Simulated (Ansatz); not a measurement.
What does this script print? It uses Ansatz 0.2.0, Python API.

The script, `convert_banaprsbo6.py`:
```python
"""Write the input file for BaNaPrSbO6 without running it."""

import ansatz as az

WIDTH_EV = 0.15
CUTOFF = 530

xtal = (
    az.Lattice.fcc(8.679834)
    .space_group(216)
    .atom("Na", (0.25, 0.25, 0.75))
    .atom("Ba", (0.25, 0.25, 0.25))
    .atom("Pr", (0.0, 0.0, 0.0))
    .atom("Sb", (0.5, 0.0, 0.0))
    .atom("O", (0.269463, 0.0, 0.0))
    .primitive()
    .moments(Pr=2)
)

calculation = (
    xtal.calculation()
    .occupations(az.OccupationsMethod.FERMI_DIRAC, width=WIDTH_EV)  # the run then minimises F = E - TS
    .functional(az.Functional.R2SCAN)
    .basis(CUTOFF)  # a bare number is in eV
    .kpoints(4, center="gamma")
    .spin("collinear")  # two spin channels
    .optics(broadening_width=0.1)
)
print(calculation.to_yaml())
```

```console
$ python convert_banaprsbo6.py
crystal:
  lattice:
    bravais: fcc
    a: 8.679834
  space_group: 216
  atoms:
    - { symbol: Na, position: [0.25, 0.25, 0.75] }
    - { symbol: Ba, position: [0.25, 0.25, 0.25] }
    - { symbol: Pr, position: [0.0, 0.0, 0.0] }
    - { symbol: Sb, position: [0.5, 0.0, 0.0] }
    - { symbol: O, position: [0.269463, 0.0, 0.0] }
  reduce_to_primitive: true
basis:
  ecutwfc: 530.0
kpoints:
  mp_grid:
    grid: [4, 4, 4]
    shift: [0.0, 0.0, 0.0]
hamiltonian:
  xc: r2scan
magnetization:
  spin_polarized: true
  per_species:
    Pr: 2.0
scf:
  occupations:
    method: fermi_dirac
    width: 0.15
output:
  optics:
    sigma: 0.1
```

The input is only written out: it wasn't run, and its settings aren't tested. The structure comes from a database and needn't be a stable phase.
